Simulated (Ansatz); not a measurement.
**C₂H₆SeZn: basis-set convergence**

The task here is to estimate one member of a computed series from the others.

Program: Ansatz 0.2.0, Gaussian basis. Level of theory: one geometry, several basis sets. These are calculated values, not measurements.

The runs, in order: PBE0-D4/def2-SVP; ωB97M-V/def2-SVP; PBE0-D4/def2-QZVPP; ωB97M-V/def2-QZVPP; the functionals' def2-TZVPP values are taken from earlier runs.

## The geometry

All runs share one geometry, relaxed beforehand with PBE0-D4 in a triple-zeta def2 set.

SMILES `[CH3][Zn][Se]C`, 10 atoms, charge 0, spin multiplicity 1.

Atoms are counted from 1 here; the program's logs count them from 0.

Bond lengths: C1–Zn2 1.940 Å, C1–H5 1.092 Å, C1–H6 1.092 Å, C1–H7 1.092 Å, Zn2–Se3 2.297 Å, Se3–C4 1.968 Å, C4–H8 1.087 Å, C4–H9 1.087 Å, C4–H10 1.089 Å. Angles: Zn2–C1–H5 110.4°, Zn2–C1–H6 110.7°, Zn2–C1–H7 110.6°, H5–C1–H6 108.3°, H5–C1–H7 108.2°, H6–C1–H7 108.5°, C1–Zn2–Se3 179.6°, Zn2–Se3–C4 99.1°, Se3–C4–H8 111.0°, Se3–C4–H9 110.9°, Se3–C4–H10 106.0°, H8–C4–H9 110.5°, H8–C4–H10 109.1°, H9–C4–H10 109.2°.

The first run:

The input, in.yaml:

```yaml
crystal:
  periodic: [false, false, false]
  atoms:
    - {symbol: C, position_ang: [-1.475505, 1.959590, 0.531821]}
    - {symbol: Zn, position_ang: [0.094920, 0.961741, -0.015866]}
    - {symbol: Se, position_ang: [1.962497, -0.205958, -0.668806]}
    - {symbol: C, position_ang: [1.271647, -2.037251, -0.463335]}
    - {symbol: H, position_ang: [-2.322129, 1.285764, 0.682248]}
    - {symbol: H, position_ang: [-1.288598, 2.489730, 1.467978]}
    - {symbol: H, position_ang: [-1.751625, 2.690466, -0.231168]}
    - {symbol: H, position_ang: [0.419997, -2.207505, -1.117724]}
    - {symbol: H, position_ang: [1.003722, -2.237877, 0.571309]}
    - {symbol: H, position_ang: [2.085083, -2.698700, -0.756455]}
basis:
  gaussian: {orbitals: def2-SVP}
hamiltonian: {xc: pbe0, dispersion: d4}
output: {orbitals: {seedname: orbitals}}
```

On the command line:

```sh
> ansatz run in.yaml --threads 4 --pin off --events-out ev --progress --plain --max-ram 10444MiB
```

Steps of the session up to this table: PBE0-D4 in def2-SVP; ωB97M-V in def2-SVP; PBE0-D4 in def2-QZVPP; ωB97M-V in def2-QZVPP.

One of the session's tables, all rows but one given; the rest of the session is left out.

It belongs to the step «Functionals by basis». 

| functional | basis | HOMO (eV) |
| --- | --- | --- |
| PBE0-D4 | def2-SVP | -6.06 |
| PBE0-D4 | def2-TZVPP | -6.27 |
| PBE0-D4 | def2-QZVPP | -6.29 |
| ωB97M-V | def2-SVP | ? |
| ωB97M-V | def2-TZVPP | -8.41 |
| ωB97M-V | def2-QZVPP | -8.43 |

Q: Estimate the row for ωB97M-V, def2-SVP from the others.

As computed: HOMO (eV): -8.19. In the column «HOMO (eV)» it lies between ωB97M-V, def2-TZVPP (-8.41) and PBE0-D4, def2-QZVPP (-6.29).
